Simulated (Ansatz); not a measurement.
# FH₆HfN₃: up Jacob's ladder to CCSD(T)

The task here is to estimate one member of a computed series from the others.

Program: Ansatz 0.2.0, Gaussian basis. Level of theory: functionals in def2-TZVPP, the program's frozen cores in correlated methods. These are calculated values, not measurements.

Plan: LDA (SPW92), PBE-D4, revPBE-D4, BLYP-D4, r2SCAN-D4, B97M-V, PBE0-D4, B3LYP-D4, r2SCANh-D4, r2SCAN0-D4, HSE06-D4, BHLYP-D4, CAM-B3LYP-D4, LC-ωPBE, ωB97X-V, ωB97M-V, B2PLYP, PBE-QIDH; CCSD(T)/def2-SVP; CCSD(T)/def2-TZVPP; MP2/def2-QZVPP; extrapolation to the limit; RPA on PBE.

## The relaxed structure

An earlier PBE0-D4 in a triple-zeta def2 set relaxation fixed the geometry. Hf takes the def2 core potential; no spin-orbit term is included.

SMILES `[NH2][Hf]([NH2])([NH2])[F]`, 11 atoms, charge 0, spin multiplicity 1.

Atoms are counted from 1 here; the program's logs count them from 0.

Bond lengths: N1–Hf2 2.037 Å, N1–H6 1.010 Å, N1–H7 1.011 Å, Hf2–N3 2.037 Å, Hf2–N4 2.037 Å, Hf2–F5 1.930 Å, N3–H8 1.010 Å, N3–H9 1.011 Å, N4–H10 1.011 Å, N4–H11 1.010 Å. Angles: Hf2–N1–H6 125.4°, Hf2–N1–H7 125.6°, H6–N1–H7 108.7°, N1–Hf2–N3 107.4°, N1–Hf2–N4 107.4°, N1–Hf2–F5 111.5°, N3–Hf2–N4 107.3°, N3–Hf2–F5 111.5°, N4–Hf2–F5 111.5°, Hf2–N3–H8 125.4°, Hf2–N3–H9 125.6°, H8–N3–H9 108.7°, Hf2–N4–H10 125.6°, Hf2–N4–H11 125.4°, H10–N4–H11 108.7°.

The first run:

Input file in.yaml:

```yaml
crystal:
  periodic: [false, false, false]
  atoms:
    - {symbol: N, position_ang: [-1.653975, 0.914240, -0.255556]}
    - {symbol: Hf, position_ang: [0.294963, 0.437315, 0.097373]}
    - {symbol: N, position_ang: [0.328974, -0.853139, 1.673440]}
    - {symbol: N, position_ang: [0.977287, -0.576552, -1.532647]}
    - {symbol: F, position_ang: [1.356442, 2.010727, 0.447671]}
    - {symbol: H, position_ang: [-2.452384, 0.463169, 0.166961]}
    - {symbol: H, position_ang: [-1.978045, 1.698624, -0.804575]}
    - {symbol: H, position_ang: [0.495425, -1.847111, 1.612060]}
    - {symbol: H, position_ang: [0.277789, -0.592904, 2.648806]}
    - {symbol: H, position_ang: [1.948495, -0.737522, -1.761843]}
    - {symbol: H, position_ang: [0.405018, -0.916839, -2.291700]}
basis:
  gaussian: {orbitals: def2-TZVPP}
hamiltonian: {xc: lda}
output: {orbitals: {seedname: orbitals}}
```

Run with:

```
$ ansatz run in.yaml --threads 4 --pin off --events-out ev --progress --plain --max-ram 10444MiB
```

Steps of the session up to this table: LDA; PBE-D4 (GGA); revPBE-D4 (GGA); BLYP-D4 (GGA); r2SCAN-D4 (meta-GGA); B97M-V (meta-GGA); B3LYP-D4 (hybrid); r2SCANh-D4 (hybrid); r2SCAN0-D4 (hybrid); HSE06-D4 (hybrid); BHLYP-D4 (hybrid); CAM-B3LYP-D4 (range-separated); LC-ωPBE (range-separated); ωB97X-V (range-separated); ωB97M-V (range-separated); B2PLYP (double hybrid); PBE-QIDH (double hybrid).

One table of the session follows, with a row left open; its other results are not shown here.

It belongs to the step «Orbital energies across the functionals». 

| functional | HOMO (eV) | gap (eV) |
| --- | --- | --- |
| LDA (SPW92) | -5.87 | 5.00 |
| PBE-D4 | -5.67 | 4.95 |
| revPBE-D4 | ? | ? |
| BLYP-D4 | -5.55 | 4.81 |
| r2SCAN-D4 | -5.96 | 5.80 |
| B97M-V | -6.02 | 5.34 |
| PBE0-D4 | -7.07 | 7.03 |
| B3LYP-D4 | -6.83 | 6.48 |
| r2SCANh-D4 | -6.49 | 6.52 |
| r2SCAN0-D4 | -7.28 | 7.59 |
| HSE06-D4 | -6.66 | 6.28 |
| BHLYP-D4 | -8.38 | 8.82 |
| CAM-B3LYP-D4 | -8.51 | 9.12 |
| LC-ωPBE | -9.92 | 11.71 |
| ωB97X-V | -9.54 | 11.11 |
| ωB97M-V | -9.45 | 10.55 |

Estimate the missing values for revPBE-D4.

As computed: HOMO (eV): -5.59; gap (eV): 4.95. In the column «HOMO (eV)» it lies between PBE-D4 (-5.67) and BLYP-D4 (-5.55).
